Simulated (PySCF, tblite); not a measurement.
# C₂H₈BN₂Si radical: geometry, infrared bands and EPR parameters

What infrared bands and EPR parameters should C₂H₈BN₂Si radical (`C[Si@H]1C[N]BN1`) show?

Programs: tblite 0.8.0 and PySCF 2.14.0, with density-fitted response routines of our own. Each step states its level of theory. These are calculated values for one molecule in the gas phase, unless marked as measured. Atoms are numbered from 0 throughout.

## (1) The starting structure

14 atoms, charge 0, multiplicity 2; geometry from: force field or distance geometry start.

Bonds of the start (Å): C0–Si1 1.86, Si1–C2 1.85, C2–N3 1.44, N3–B4 1.55, B4–N5 1.53, N5–Si1 1.78, C0–H6 1.11, C0–H7 1.10, C0–H8 1.11, Si1–H9 1.46, C2–H10 1.11, C2–H11 1.12, B4–H12 1.18, N5–H13 1.05.

## (2) Geometry optimisation with GFN2-xTB

What the job is given:

```
{"job": {"kind": "relax", "xc": "GFN2-xTB", "basis": "xTB"}, "charge": 0, "multiplicity": 2}
C     -1.932000    -0.100500     0.540200
Si    -0.400100    -0.328600    -0.489000
C      0.549500     1.252100    -0.624400
N      1.816000     1.100700     0.052000
B      1.923300    -0.344400     0.601500
N      0.768600    -1.323500     0.405400
H     -1.669500     0.336300     1.523300
H     -2.431700    -1.073300     0.693400
H     -2.625300     0.588600     0.013500
H     -0.696800    -0.916300    -1.792100
H      0.718100     1.482200    -1.700100
H     -0.037800     2.079000    -0.158700
H      2.901600    -0.687500     1.161000
H      1.115500    -2.065100    -0.248100
```

The run is started by

```bash
> OMP_NUM_THREADS=1 python probes_run.py task.json out
```

This one command runs all jobs of the session in turn.

**Question.** This job is followed by: GFN2-xTB harmonic vibrations, gas phase; UKS B3LYP, pcH-1 on B C H N Si, non-relativistic, mean-field spin-orbit, GIAO. Predict these results of the whole session: strongest single infrared mode (GFN2-xTB); zero-point energy (GFN2-xTB); g(iso) (B3LYP); ⟨S²⟩; largest a(iso) (averaged by class); potential on the surface of density 0.002 e/bohr³, 1st and 99th percentile.

**Answer**, as computed:

```
                                                                  quantity                   value
                                 strongest single infrared mode (GFN2-xTB)   2156 cm⁻¹, 329 km/mol
                                              zero-point energy (GFN2-xTB)           65.3 kcal/mol
                                                            g(iso) (B3LYP)                 2.00566
                                                                      ⟨S²⟩      0.755 (exact 0.75)
                                        largest a(iso) (averaged by class)  29Si on Si1, -97.4 MHz
potential on the surface of density 0.002 e/bohr³, 1st and 99th percentile      -1.39 V and 1.68 V
```

What this shows: Relaxing lowered the energy by 1.475 eV in 86 steps; the close pair that moved most is N3–B4, from 1.550 to 1.360 Å. All 36 modes are real, so the xTB geometry is a minimum. The strongest single mode, at 2156 cm⁻¹, moves mainly H9. GFN2-xTB is a fitted tight-binding method: band positions and strengths are rough. Its intensities can rank the bands wrongly. N3 carries the largest spin population, 0.73 e. The isotropic g lies 3.3 ppt above the free-electron value. The conformer search found further structures of the same energy, which may be mirror or relabelled copies of this one.
